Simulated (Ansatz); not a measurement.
# CH5B3: the cost of one run

Computed with Ansatz 0.2.0, Gaussian basis. Level: single points in def2-TZVPP.

Cores are frozen in the correlated methods.

### 1 Starting geometry

SMILES `BB=CB`, 9 atoms, charge 0, spin multiplicity 1.

Atoms are counted from 1 here; the program's logs count them from 0.

Bond lengths: B1–B2 1.660 Å, B1–H5 1.202 Å, B1–H6 1.220 Å, B2–C3 1.400 Å, C3–B4 1.528 Å, C3–H7 1.147 Å, B4–H8 1.220 Å, B4–H9 1.210 Å. Angles: B2–B1–H5 111.7°, B2–B1–H6 119.9°, H5–B1–H6 128.4°, B1–B2–C3 166.6°, B2–C3–B4 115.0°, B2–C3–H7 121.1°, B4–C3–H7 123.5°, C3–B4–H8 115.9°, C3–B4–H9 125.8°, H8–B4–H9 118.3°.

As a file:

```xyz
9
CH5B3
B     0.06233    1.95519   -0.81888
B     0.49456    0.45507   -0.25468
C     0.59701   -0.90653    0.05373
B    -0.60212   -1.49249    0.79790
H     0.88903    2.40349   -1.56723
H    -0.97810    2.47033   -0.44270
H     1.57279   -1.48197   -0.12543
H    -0.53752   -2.68240    1.06155
H    -1.57520   -0.87579    1.16775
```

### 2 PBE-D4/def2-TZVPP

Input file run/in.yaml:

```yaml
crystal:
  periodic: [false, false, false]
  atoms:
    - {symbol: B, position_ang: [0.062328, 1.955192, -0.818884]}
    - {symbol: B, position_ang: [0.494556, 0.455073, -0.254683]}
    - {symbol: C, position_ang: [0.597005, -0.906527, 0.053735]}
    - {symbol: B, position_ang: [-0.602120, -1.492486, 0.797904]}
    - {symbol: H, position_ang: [0.889034, 2.403493, -1.567230]}
    - {symbol: H, position_ang: [-0.978101, 2.470326, -0.442704]}
    - {symbol: H, position_ang: [1.572789, -1.481967, -0.125432]}
    - {symbol: H, position_ang: [-0.537517, -2.682402, 1.061547]}
    - {symbol: H, position_ang: [-1.575202, -0.875795, 1.167753]}
basis:
  gaussian: {orbitals: def2-TZVPP}
hamiltonian: {xc: pbe, dispersion: d4}
output: {forces: true}
```

Started as:

```sh
$ ansatz run in.yaml --threads 2 --pin off --events-out ev --progress --plain --max-ram 3481MiB
```

Q: Estimate wall time and peak memory on 2 threads of Arm Neoverse V2, shared host.

About 1.9 s, with a peak of 0.18 GiB.
